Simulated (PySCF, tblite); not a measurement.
# C₄H₉AlFN: geometry, infrared bands and NMR shifts

Wanted: the infrared bands and NMR shifts of C₄H₉AlFN (`[CH3][AlH2-][N+]#C[C@H](C)F`), by calculation.

The runs use tblite 0.8.0 and PySCF 2.14.0, with density-fitted response routines of our own; the level of theory stands in each step. All values are computed, except where a source is named. Atoms are numbered from 0 throughout.

### 1 The starting structure

16 atoms, charge 0, multiplicity 1; geometry from: force field or distance geometry start.

Bonds of the start (Å): C0–Al1 1.98, Al1–N2 1.88, N2–C3 1.17, C3–C4 1.47, C4–C5 1.51, C4–F6 1.36, C0–H7 1.11, C0–H8 1.11, C0–H9 1.11, Al1–H10 1.60, Al1–H11 1.59, C4–H12 1.11, C5–H13 1.12, C5–H14 1.13, C5–H15 1.10.

### 2 Geometry optimisation with GFN2-xTB

Job settings and geometry (Å):

```
{"job": {"kind": "relax", "xc": "GFN2-xTB", "basis": "xTB"}, "charge": 0, "multiplicity": 1}
C     -3.385500     0.344900    -0.341200
Al    -2.002900    -1.005400     0.077400
N     -0.278500    -0.254000     0.137700
C      0.777800     0.246400     0.165900
C      2.108200     0.866400     0.236100
C      3.161100    -0.151700    -0.118500
F      2.303800     1.220200     1.539500
H     -3.563600     0.429600    -1.432700
H     -4.334400     0.151400     0.200900
H     -2.966600     1.328200    -0.033000
H     -1.963000    -2.125700    -1.059300
H     -2.362400    -1.606700     1.510000
H      2.169100     1.734100    -0.448700
H      3.335300    -0.098700    -1.218700
H      4.107800     0.114400     0.440700
H      2.886300    -1.184400     0.134900
```

On the command line:

```sh
OMP_NUM_THREADS=1 python probes_run.py task.json out
```

This one command runs all jobs of the session in turn.

**Question.** This job is followed by: GFN2-xTB harmonic vibrations, gas phase; GIAO PBE0/pcSseg-1 NMR shielding, non-relativistic, gas phase. Predict these results of the whole session: strongest infrared band; zero-point energy (GFN2-xTB); ¹³C shifts against TMS (PBE0/pcSseg-1); ¹H shifts against TMS (PBE0/pcSseg-1); ²⁷Al shifts against AlH4- (PBE0/pcSseg-1); ¹⁵N shifts against NH3 (PBE0/pcSseg-1); ¹⁹F shifts against CFCl3 (PBE0/pcSseg-1).

As calculated:

| quantity | value |
| --- | --- |
| strongest infrared band | 718 cm⁻¹, 701 km/mol |
| zero-point energy (GFN2-xTB) | 69.9 kcal/mol |
| ¹³C shifts against TMS (PBE0/pcSseg-1) | 128.8, 78.5, 22.0, -15.5 ppm |
| ¹H shifts against TMS (PBE0/pcSseg-1) | 5.56, 4.45, 4.45, 2.03, -0.48 ppm |
| ²⁷Al shifts against AlH4- (PBE0/pcSseg-1) | 74.7 ppm |
| ¹⁵N shifts against NH3 (PBE0/pcSseg-1) | 264.7 ppm |
| ¹⁹F shifts against CFCl3 (PBE0/pcSseg-1) | -220.0 ppm |

What this shows: The optimisation took 135 steps and gained 0.725 eV; among the bonds of the start, Al1–N2 changed most, from 1.882 to 2.024 Å. No mode is imaginary among the 42: a minimum at this level. The strongest single mode, at 718 cm⁻¹, moves mainly H10 and H11. Unscaled tight-binding wavenumbers are off by several per cent, some by more. Its intensities can rank the bands wrongly. H12 (hydrogen on an sp3 CH bonded to F, α to a nitrile) lies farthest downfield among hydrogen, at 5.56 ppm; its carbon carries F, hence the downfield position. At PBE0/pcSseg-1: Shielding is most anisotropic at N2 (span 422 ppm, paramagnetic term -334 ppm).
